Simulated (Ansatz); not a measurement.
**WC+ (doublet): from Hartree-Fock to the top rungs, def2-TZVPP**

The task here is to estimate one member of a computed series from the others.

Computed with Ansatz 0.2.0, Gaussian basis. Level: def2-TZVPP, core rule «outside noble gas», up to 5 orbitals frozen.

To be run: UHF; ROHF; CCSD(T) on UHF.

2 further runs of the same task are left out: 2 set aside as unsound or not needed.

## The geometry

The geometry is a PBE0/def2-TZVP stationary point (not a proven minimum) of the parent state, kept for this charge and spin. No spin-orbit coupling is included. Elements past krypton take def2 core potentials.

2 atoms, charge 1, spin multiplicity 2.

Atoms are counted from 1 here; the program's logs count them from 0.

Bond lengths: W1–C2 1.699 Å.

Set-up of the first run:

The input, in.yaml:

```yaml
crystal:
  periodic: [false, false, false]
  atoms:
    - {symbol: W, position_ang: [0.000000, 0.000000, 0.000000]}
    - {symbol: C, position_ang: [0.000000, 0.000000, 1.698800]}
basis:
  gaussian: {orbitals: def2-TZVPP}
total_charge: 1
magnetization: {spin_polarized: true, initial_magnetization: 1}
hamiltonian: {xc: hf}
output: {orbitals: {seedname: orbitals}}
```

Started as:

```bash
$ ansatz run in.yaml --threads 1 --pin off --events-out ev --progress --plain --max-ram 4096MiB --backend cpu
```

Steps of the session up to this table: UHF; ROHF; CCSD(T) on UHF.

One of the session's tables, all rows but one given; the rest of the session is left out.

```
  method  from UCCSD(T) (meV)
    ROHF              +9373.4
     UHF              +7587.3
    UMP2              +1665.2
   UCCSD                    ?
UCCSD(T)                    0
```

**Question.** Estimate the row for UCCSD.

**Answer.** from UCCSD(T) (meV): +520.9. In the column «from UCCSD(T) (meV)» it lies between UCCSD(T) (0) and UMP2 (+1665.2).

Limits of these values: The determinant is far from a pure spin state, so its energy mixes those of several spin states (harmless only where they are near-degenerate, as at dissociation).
